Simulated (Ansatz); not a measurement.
# Be8O8 ((BeO)8 cage of four- and six-membered rings): the cost of one run

Method: the settings change from run to run; program: Ansatz 0.2.0, Gaussian basis.

### 1 The geometry

An earlier PBE0-D4/def2-SVP relaxation fixed the geometry.

16 atoms, charge 0, spin multiplicity 1.

Atoms are counted from 1 here; the program's logs count them from 0.

Bond lengths: Be1–O2 1.564 Å, Be1–O4 1.648 Å, Be1–O6 1.567 Å, O2–Be3 1.648 Å, O2–Be9 1.578 Å, Be3–O4 1.564 Å, Be3–O10 1.567 Å, O4–Be5 1.578 Å, Be5–O6 1.663 Å, Be5–O12 1.541 Å, O6–Be7 1.541 Å, Be7–O8 1.663 Å, Be7–O13 1.578 Å, O8–Be9 1.541 Å, O8–Be14 1.567 Å, Be9–O10 1.663 Å, O10–Be11 1.541 Å, Be11–O12 1.663 Å and more. Angles: O2–Be1–O4 99.6°, O2–Be1–O6 125.7°, O4–Be1–O6 98.3°, Be1–O2–Be3 79.2°, Be1–O2–Be9 104.5°, Be3–O2–Be9 81.5°, O2–Be3–O4 99.6°, O2–Be3–O10 98.3°, O4–Be3–O10 125.7°, Be1–O4–Be3 79.2°, Be1–O4–Be5 81.5°, Be3–O4–Be5 104.5°, O4–Be5–O6 97.2°, O4–Be5–O12 126.4°, O6–Be5–O12 119.6°, Be1–O6–Be5 81.4°, Be1–O6–Be7 118.3°, Be5–O6–Be7 108.0° and more.

Coordinates:

```mol
Be8O8
  3D, bonds by distance, orders not assigned

 16 24  0  0  0  0  0  0  0  0999 V2000
   -1.0268    0.0373    1.9445 Be  0  0
   -0.1089   -1.2184    2.1080 O   0  0
    1.0209   -0.0294    1.9477 Be  0  0
    0.1025    1.2269    2.1033 O   0  0
   -0.3742    1.5529    0.6348 Be  0  0
   -1.6801    0.5238    0.6055 O   0  0
   -1.5506   -0.3746   -0.6401 Be  0  0
   -0.5217   -1.6804   -0.6065 O   0  0
    0.3723   -1.5503    0.6422 Be  0  0
    1.6783   -0.5213    0.6128 O   0  0
    1.5525    0.3720   -0.6369 Be  0  0
    0.5235    1.6780   -0.6118 O   0  0
   -1.2194    0.1014   -2.1077 O   0  0
   -0.0304   -1.0278   -1.9441 Be  0  0
    1.2258   -0.1100   -2.1036 O   0  0
    0.0363    1.0199   -1.9481 Be  0  0
  1  2  8  0
  1  4  8  0
  1  6  8  0
  2  3  8  0
  2  9  8  0
  3  4  8  0
  3 10  8  0
  4  5  8  0
  5  6  8  0
  5 12  8  0
  6  7  8  0
  7  8  8  0
  7 13  8  0
  8  9  8  0
  8 14  8  0
  9 10  8  0
 10 11  8  0
 11 12  8  0
 11 15  8  0
 12 16  8  0
 13 14  8  0
 13 16  8  0
 14 15  8  0
 15 16  8  0
M  END
```

### 2 SPW92/x2c-TZVPPall

Options: relativity set to scalar, the search for lower states set to off.

in.yaml

```yaml
crystal:
  periodic: [false, false, false]
  atoms:
    - {symbol: Be, position_ang: [-1.026839, 0.037295, 1.944472]}
    - {symbol: O, position_ang: [-0.108873, -1.218351, 2.107981]}
    - {symbol: Be, position_ang: [1.020909, -0.029389, 1.947711]}
    - {symbol: O, position_ang: [0.102482, 1.226926, 2.103319]}
    - {symbol: Be, position_ang: [-0.374216, 1.552857, 0.634762]}
    - {symbol: O, position_ang: [-1.680143, 0.523847, 0.605544]}
    - {symbol: Be, position_ang: [-1.550615, -0.374565, -0.640078]}
    - {symbol: O, position_ang: [-0.521680, -1.680450, -0.606539]}
    - {symbol: Be, position_ang: [0.372290, -1.550291, 0.642210]}
    - {symbol: O, position_ang: [1.678298, -0.521350, 0.612776]}
    - {symbol: Be, position_ang: [1.552548, 0.371954, -0.636890]}
    - {symbol: O, position_ang: [0.523532, 1.677988, -0.611787]}
    - {symbol: O, position_ang: [-1.219448, 0.101400, -2.107718]}
    - {symbol: Be, position_ang: [-0.030402, -1.027832, -1.944062]}
    - {symbol: O, position_ang: [1.225831, -0.109958, -2.103580]}
    - {symbol: Be, position_ang: [0.036304, 1.019910, -1.948122]}
basis:
  gaussian: {orbitals: x2c-TZVPPall}
hamiltonian: {xc: {name: SPW92}, pseudopotentials: {relativity: scalar}}
scf: {lower_state_search: off}
```

Started as:

```sh
$ ansatz run in.yaml --threads 4 --pin off --events-out ev --progress --plain --max-ram 6963MiB
```

**Question.** How long does this run take on 4 threads of Arm Neoverse V1, shared host, and how much memory does it need?

About 4.8 s, with a peak of 0.97 GiB.
